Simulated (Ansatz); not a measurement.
Working through a comparison of norm-conserving and PAW potentials of Rb2Pd, space group Fm-3m

Program: the Python package of Ansatz (0.2.0).

The cells in order, each with its output:

In [1]:
```python
import ansatz as az
import numpy as np
```

In [2]:
```python
SMEARING = "gaussian"
FUNCTIONAL = "pbesol"
MESH = (6, 6, 6)


def count_gap(report):
    # lowest empty less highest filled band, counting bands; zero where they overlap
    return max(report.get("gap_by_band_count_ev") or 0.0, 0.0)

lattice = az.Lattice.of(
    (0.0, 4.123218, 4.123218),
    (4.123218, 0.0, 4.123218),
    (4.123218, 4.123218, 0.0),
)
sites = [
    ("Rb", (0.25, 0.25, 0.25)),
    ("Rb", (0.75, 0.75, 0.75)),
    ("Pd", (0.0, 0.0, 0.0)),
]
rb2pd = az.Crystal(lattice=lattice)
for symbol, position in sites:
    rb2pd = rb2pd.atom(symbol, position)
```

In [3]:
```python
base = (
    rb2pd.calculation()
    .occupations(SMEARING)
    .functional(FUNCTIONAL)
    .kpoints(mesh=MESH)
    .stress()
    .forces()
    .band_table()
)
variants = {
    "PAW": base.pseudopotentials("paw"),
    "norm-conserving": base.pseudopotentials("nc"),
}
# totals differ by the cores that each treatment holds, so compare what does not depend on them
rows = []
for label, variant in variants.items():
    data = variant.run().report
    levels = np.array(data["eigenvalues_ev"][0]) - data["fermi_energy_ev"]
    print(label, "levels at the first k-point near E_F:", np.round(levels[np.abs(levels) < 5], 3))
    rows.append((label, data["n_electrons"], np.trace(data["stress_gpa"]) / 3, count_gap(data)))
print("     treatment  electrons in bands           P GPa  gap by band count eV")
for row in rows:
    print(f"{str(row[0]):>14s}  {row[1]:18.1f}  {row[2]:14.3f}  {row[3]:20.3f}")
```
```text
DeckWarning: basis.ecutwfc = 420 eV, auto-derived from the records' recommended cutoffs: set by Rb (normal level)
PAW levels at the first k-point near E_F: [-2.257 -1.042 -1.042 -0.937 -0.937 -0.937  2.077  2.077  2.077  3.785]
DeckWarning: basis.ecutwfc = 1115.666836 eV, auto-derived from the records' recommended cutoffs: set by Pd (normal level)
norm-conserving levels at the first k-point near E_F: [-2.257 -1.041 -1.041 -0.936 -0.936 -0.936  2.079  2.079  2.079  3.788]
     treatment  electrons in bands           P GPa  gap by band count eV
           PAW                36.0          -0.901                 0.854
norm-conserving                36.0          -0.906                 0.857
```

PAW gives -0.901 GPa and norm-conserving -0.906 GPa, 0.005 GPa apart. They took 3.0 and 17.1 s of processor time.

What to keep in mind:
- The run is spin-unpolarised.
- Semilocal gaps usually lie well under measured ones.
- The computed bands are complete only to about 2.8 eV above the Fermi level.
- An opening on this mesh may only mean that it misses a point where bands touch.
- The structure comes from a database of computed cells and needn't be a stable or known phase.
- Gaps and levels are Kohn-Sham values on a finite set of k-points, without spin-orbit coupling.
- Warnings are shown shortened and without file and line.
- Stress is positive in compression.
- Wall time of the script: 21 s on 1 thread of Arm Neoverse V2, with other jobs on the host, peak memory 0.67 GiB.
